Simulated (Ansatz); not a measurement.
## Sc, space group Fm-3m: a phonon calculation by linear response

Computed with the Ansatz DFT code, driven from Python.

`POSCAR_sc`
```text
Sc
1.0
   0.00000000    2.26000000    2.26000000
   2.26000000    0.00000000    2.26000000
   2.26000000    2.26000000    0.00000000
Sc
1
Direct
   0.00000000    0.00000000    0.00000000
```

The script, `dfpt_sc.py`:
```python
from pathlib import Path

import ansatz
from ase.io import read
import numpy as np

atoms = read("POSCAR_sc", format="vasp")
sc = ansatz.Crystal.from_ase(atoms)

job = (
    sc.calculation()
    .occupations("fermi_dirac", width=0.1)
    .functional("PBEsol")
    .kpoints(12, 12, 12)
    .phonons("dfpt", points=[(0, 0, 0), (0, 0, 0.5)])
)
res = job.run(runs_dir="runs")
ph = res.phonons

for q in ph.qpoints:
    print("q =", np.round(q.q_frac, 3), "1/cm:", " ".join(f"{w:.1f}" for w in q.omega_inv_cm))
```

```console
$ python dfpt_sc.py
DeckWarning: basis.ecutwfc = 420 eV, auto-derived from the records' recommended cutoffs: set by Sc (normal level)
q = [0. 0. 0.] 1/cm: -0.0 -0.0 -0.0
q = [0.  0.  0.5] 1/cm: 105.9 105.9 204.9
```
(Warnings from the package without file and line.)

Reading the output:
- The cell isn't relaxed first, so the values belong to this volume.
- For a metal this k-point mesh is coarse: on a finer one energies can move by several to tens of meV an atom and pressures by half a GPa or more, differences at one mesh by less.
- This isn't the structure that Sc takes at ambient conditions.
- The structure is taken as given; imaginary modes can come from an unrelaxed or unstable start. Phonons of metals also depend on mesh and smearing.
- Timing: 20 s on 1 thread of Arm Neoverse V1, with other jobs on the host, peak memory 0.66 GiB.

(Lines on the test bed's own set-up are left out of the output.)
